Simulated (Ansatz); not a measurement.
# Cd4SeS3: the cost of one run

Method: DFT PBE, scalar-relativistic, plane waves, PAW, in Ansatz 0.2.0.

3 further runs of the same task are left out: 3 that didn't finish.

### 1 The system as given

The structure is cubic, space group P-43m (No. 215). Conventional cell: a = 5.992 Å, b = 5.992 Å, c = 5.992 Å, α = 90.00°, β = 90.00°, γ = 90.00°. Cd (site symmetry 3m) has 3 S at 2.58 Å and 1 Se at 2.65 Å as nearest neighbours. Se (site symmetry -43m) has 4 Cd at 2.65 Å as nearest neighbours. Around S (site symmetry -42m) lie 4 Cd at 2.58 Å.

As a file:

```cif
data_structure
_symmetry_space_group_name_H-M 'P-43m'
_symmetry_Int_Tables_number 215
_cell_length_a 5.9920
_cell_length_b 5.9920
_cell_length_c 5.9920
_cell_angle_alpha 90.000
_cell_angle_beta 90.000
_cell_angle_gamma 90.000
_cell_volume 215.13
loop_
_atom_site_label
_atom_site_type_symbol
_atom_site_symmetry_multiplicity
_atom_site_Wyckoff_symbol
_atom_site_fract_x
_atom_site_fract_y
_atom_site_fract_z
_atom_site_occupancy
Cd1 Cd 4 e 0.24427 0.75573 0.24427 1
Se1 Se 1 b 0.50000 0.50000 0.50000 1
S1 S 3 d 0.50000 0.00000 0.00000 1
```

It is the end of an earlier relaxation with the same method, from a generated guess; it needn't be the stable form of this composition. At a tolerance of 0.02 Å it has space group P-43m (No. 215); it has 26.89 Å³/atom, an uncorrected energy of -0.65 eV/atom over the elements and, on its mesh, gap 0.87 eV.

### 2 Volume × 0.97

Contents of input.yaml:

```yaml
crystal:
  lattice:
    - [5.9314451687, 0.0, 0.0]
    - [0.0, 5.9314451687, 0.0]
    - [0.0, 0.0, 5.9314451687]
  atoms:
    - { symbol: Cd, position: [0.244271, 0.755729, 0.244271] }
    - { symbol: Cd, position: [0.244271, 0.244271, 0.755729] }
    - { symbol: Cd, position: [0.755729, 0.755729, 0.755729] }
    - { symbol: Cd, position: [0.755729, 0.244271, 0.244271] }
    - { symbol: Se, position: [0.5, 0.5, 0.5] }
    - { symbol: S, position: [0.5, 0.0, 0.0] }
    - { symbol: S, position: [0.0, 0.0, 0.5] }
    - { symbol: S, position: [0.0, 0.5, 0.0] }
basis:
  ecutwfc: 420
kpoints:
  mp_grid: { grid: [6, 6, 6] }
hamiltonian:
  xc: pbe
scf:
  occupations: { method: gaussian, width: 0.02 }
output:
  forces: true
  stress: true
  eigenvalues: true
  write_density: true
  write_potential: true
  elf: true
  volumetric_format: npy
relax:
  adjacent_minimum: "off"
  f_tol: 0.01
  max_steps: 30
```

The run is started by

```bash
> ansatz run input.yaml --threads 4 --pin off --max-ram 8192MiB --backend cpu --events-out ev --progress --plain --runs-dir out
```

Q: Estimate wall time and peak memory on 4 threads of Arm Neoverse V1, shared host.

About 16 s, with a peak of 0.7 GiB.
